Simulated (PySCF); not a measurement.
# Cl3Pb (Pb(Cl)3-): the cost of one run

The runs use PySCF 2.14.0; PBE, Pb def2-SVP with ECP60, Cl def2-SVP; scalar-relativistic core potentials, no spin–orbit coupling.

2 further runs of the same task are left out: 2 for a known fault of the program.

## (1) Starting geometry

4 atoms, charge -1, spin multiplicity 1.

Bond lengths: Pb1–Cl2 2.616 Å, Pb1–Cl3 2.616 Å, Pb1–Cl4 2.616 Å. Angles: Cl2–Pb1–Cl3 101.9°, Cl2–Pb1–Cl4 101.9°, Cl3–Pb1–Cl4 101.9°.

Geometry (Å):

```xyz
4
charge -1, multiplicity 1
Pb    0.0000    0.0000    0.5001
Cl    2.3462    0.0000   -0.6576
Cl   -1.1731    2.0319   -0.6576
Cl   -1.1731   -2.0319   -0.6576
```

Formal oxidation states: Pb +2. An earlier session relaxed this geometry at PBE, Pb def2-SVP with ECP60, Cl def2-SVP (singlet, point group C3v).

Its energy there is -1572.748302 Eh.

## (2) Multiplicity 3 at the relaxed geometry

Input file run.py (the lines that set the calculation):

```python
mol = gto.M(atom='''
Pb     0.00000     0.00000     0.50015
Cl     2.34625    -0.00003    -0.65762
Cl    -1.17309     2.03193    -0.65762
Cl    -1.17315    -2.03189    -0.65762''',
    basis={'Pb': 'def2-SVP', 'Cl': 'def2-SVP'},
    ecp={'Pb': 'def2-SVP'},
    charge=-1, spin=2)
mf = dft.UKS(mol, xc='PBE')
mf.grids.atom_grid = (50, 194)
mf = mf.density_fit()  # fitting sets: Pb def2-universal-JKFIT, Cl def2-universal-JKFIT
mf.conv_tol = 1e-08; mf.max_cycle = 55
mf.kernel(dm0)  # dm0: free metal ions and neutral atoms
```

The run is started by

```sh
OMP_NUM_THREADS=2 python run.py
```

**Question.** How long does this run take on 2 threads of Arm Neoverse V1, shared host?

About 3 s.
